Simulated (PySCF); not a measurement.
# PrOCl: other functionals and bases at one geometry

How far do other levels of theory move the description of PrOCl, and what does each cost? It is a constructed species; whether it can be made isn't addressed.

Program: PySCF 2.14.0. Level of theory: several levels, as the steps say, no spin–orbit coupling. These are calculated values, not measurements.

1 further run of the same task is left out (for a known fault of the program).

**1. Starting geometry**

3 atoms, charge 0, spin multiplicity 1.

Bond lengths: Pr1–O2 1.870 Å, Pr1–Cl3 2.616 Å. Angles: O2–Pr1–Cl3 114.0°.

As a file:

```
Pr    0.29542    0.00000   -0.44877
O     1.82493    0.00000    0.62790
Cl   -1.95013    0.00000    0.89401
```

Formal oxidation states: Pr +3. Each metal's 2 4f electrons lie in its core potential, so multiplicities, spins and levels count the valence alone. An earlier session relaxed this geometry at PBE0, Pr lcecp-1-SVP with ECP48, O def2-SVP, Cl def2-SVP (singlet, point group Cs).

At PBE0 on the finer grid: E = -567.969771 Eh, HOMO -6.99 eV, LUMO -2.16 eV, Mulliken charge on Pr1 +0.84 e, largest force component 0.020 eV/Å. 

Levels to run: M06-L; HF; PBE0, TZVP. Hardware: 2 threads of Arm Neoverse V2, shared host.

**2. M06-L**

Contents of run.py (the lines that set the calculation):

```python
mol = gto.M(atom='''
Pr     0.29542     0.00000    -0.44877
O      1.82493     0.00000     0.62790
Cl    -1.95013     0.00000     0.89401''',
    basis={'Pr': 'lcecp-1-SVP', 'O': 'def2-SVP', 'Cl': 'def2-SVP'},
    ecp={'Pr': 'lcecp-1-SVP'},
    charge=0, spin=0)
mf = dft.RKS(mol, xc='M06L')
mf.grids.atom_grid = (75, 302)  # f atoms: unpruned, at least (60, 302)
mf = mf.density_fit()  # fitting sets: Pr AutoAux, O def2-universal-JKFIT, Cl def2-universal-JKFIT
mf.conv_tol = 1e-08; mf.max_cycle = 55
mf.kernel(dm0)  # dm0: the density of the relaxed state
```

Launch:

```bash
$ OMP_NUM_THREADS=2 python run.py
```

**3. HF**

Changes to run.py (the lines that set the calculation) since step 2:

```diff
@@ -7,4 +7,3 @@
     charge=0, spin=0)
-mf = dft.RKS(mol, xc='M06L')
-mf.grids.atom_grid = (75, 302)  # f atoms: unpruned, at least (60, 302)
+mf = scf.RHF(mol)
 mf = mf.density_fit()  # fitting sets: Pr AutoAux, O def2-universal-JKFIT, Cl def2-universal-JKFIT
```

**4. PBE0, TZVP**

Basis: Pr lcecp-1-TZVP with ECP48, O def2-TZVP, Cl def2-TZVP. 

Contents of run.py (the lines that set the calculation):

```python
mol = gto.M(atom='''
Pr     0.29542     0.00000    -0.44877
O      1.82493     0.00000     0.62790
Cl    -1.95013     0.00000     0.89401''',
    basis={'Pr': 'lcecp-1-TZVP', 'O': 'def2-TZVP', 'Cl': 'def2-TZVP'},
    ecp={'Pr': 'lcecp-1-TZVP'},
    charge=0, spin=0)
mf = dft.RKS(mol, xc='PBE0')
mf.grids.atom_grid = (75, 302)  # f atoms: unpruned, at least (60, 302)
mf = mf.density_fit()  # fitting sets: Pr AutoAux, O def2-universal-JKFIT, Cl def2-universal-JKFIT
mf.conv_tol = 1e-08; mf.max_cycle = 55
mf.kernel(dm0)  # dm0: free metal ions and neutral atoms
```

Before running it: what results should come out? Wanted: for each run, HOMO; gap; charge on Pr1; dipole; largest force.

**Answer**, as computed:

| level | state | HOMO (eV) | gap (eV) | charge on Pr1 (e) | dipole (D) | largest force (eV/Å) | basis functions | time |
| --- | --- | --- | --- | --- | --- | --- | --- | --- |
| PBE0 (relaxed here) | singlet | -6.99 | 4.83 | 0.84 | 7.61 | 0.02 | 65 | 3.1 s |
| M06-L | singlet | -5.68 | 3.76 | 0.96 | 7.70 | 0.41 | 65 | 2.1 s |
| HF | singlet | -10.23 | 9.74 | 1.17 | 8.85 | 1.06 | 65 | 0.9 s |
| PBE0, TZVP | singlet | -7.00 | 4.85 | 1.22 | 7.85 | 0.25 | 115 | 4.7 s |

Times are on 2 threads of Arm Neoverse V2, shared host; the first row also made further properties.

In one basis the HOMO–LUMO gap runs from 3.76 eV (M06-L) to 9.74 eV (HF). The largest leftover force, 1.06 eV/Å with HF, stands at a geometry relaxed at another level. The Mulliken charge on Pr spans +0.84 to +1.22 e over the levels. With 4f in the core, its levels are missing from HOMO and gap. Total energies of different levels can't be compared. Spin–orbit coupling is left out throughout.
